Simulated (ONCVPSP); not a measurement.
# An ONCV potential for Li, from input to tests

Aim: build the potential from the settings below, then test how well it stands in for the atom: other configurations, scattering, ghost states and the plane-wave cutoff that it needs.

Program: ONCVPSP 4.0.1. Reference atom: PBEsol, scalar-relativistic, spherical and spin-unpolarised. All values are calculated.

### 1 Starting point

Typed settings, in words:

```
element                 : lithium (Li, Z = 3)
type                    : optimised norm-conserving Vanderbilt (ONCV)
frozen core             : [He]
valence charge          : 1
reference configuration : 2s1
partial waves           : 2s: rc 2.50 bohr, ncon 3, nbas 7, qcut 2.1 1/bohr, 2 projectors, debl 1.1 Ha; p scattering state at 0.11 Ha: rc 2.60 bohr, ncon 5, nbas 9, qcut 3.3 1/bohr, 1 projector
local potential         : polynomial inside 2.25 bohr (lpopt 5, dvloc0 6 Ha)
core correction         : not asked for
```

An earlier all-electron run gives the scale for the radii.

All-electron outer shells of the reference configuration (PBEsol, scalar-relativistic, ld1.x):

| shell | level (eV) | outermost node (bohr) | outermost maximum (bohr) |
| --- | --- | --- | --- |
| 1s | -51.37 | – | 0.36 |
| 2s | -2.82 | 0.84 | 3.16 |
| 2p | -1.06 | – | 3.91 |

### 2 Generation

File Li.dat:

```
# ATOM AND REFERENCE CONFIGURATION
# atsym  z   nc   nv     iexc    psfile
  Li 3.00    1    1  -116133      upf
#
#   n    l    f
    1    0    2.00
    2    0    1.00
#
# PSEUDOPOTENTIAL AND OPTIMIZATION
# lmax
    1
#
#   l,   rc,      ep,       ncon, nbas, qcut
    0    2.50    0.00    3    7    2.10
    1    2.60    0.11    5    9    3.30
#
# LOCAL POTENTIAL
# lloc, lpopt,  rc(5),   dvloc0
    4    5    2.25    6.00
#
# VANDERBILT-KLEINMAN-BYLANDER PROJECTORs
# l, nproj, debl
    0    2    1.10
    1    1    1.50
#
# MODEL CORE CHARGE
# icmod, fcfact, rcfact
    0    0.00    0.00
#
# LOG DERIVATIVE ANALYSIS
# epsh1, epsh2, depsh
   -2.00    5.00    0.02
#
# OUTPUT GRID
# rlmax, drl
    6.00    0.01
#
# TEST CONFIGURATIONS
# ncnf
    2
# nvcnf
#   n    l    f
    1
    2    0    0.50
#
    2
    2    0    0.00
    2    1    1.00
#
```

Started as:

```bash
$ oncvpsp.x < Li.dat > Li.out
```

Q: Predict the outcome of this session. Wanted: cutoffs for 1 and 0.1 mHa per electron, occupied waves; bound ghosts; GHOST(+) flags; largest test error; largest phase difference near zero energy, channels read.

As calculated:

| quantity | value |
| --- | --- |
| cutoffs for 1 and 0.1 mHa per electron, occupied waves | 1.8 Ha and 7.3 Ha |
| bound ghosts | s at -204.69 eV |
| GHOST(+) flags | none at low energy |
| largest test error (AE − PS) | +2.9 meV, for 2s0.5 (1 test unsolved) |
| largest phase difference near zero energy, channels read | 0.013 rad |

A bound ghost (s) makes it unfit for use: electrons can fall into a state that the atom doesn't have. By total energies transferability is very good where solved: the largest error is 2.9 meV on 2.0 eV, for 2s0.5. Atomic tests can pass in spite of a ghost, since they solve only for the levels asked. Of the tests 1 gave no usable energy difference, which is a warning in itself. It counts as soft on the atom at that tolerance, with 1.8 Ha needed at the looser tolerance. The tighter tolerance needs 7.3 Ha, and converged work needs a cutoff nearer that. That counts occupied waves only; other projectors can need more. Near zero energy the phases of the channels with partial waves agree within 0.013 rad. These are tests on the free atom; a crystal test is still owed.
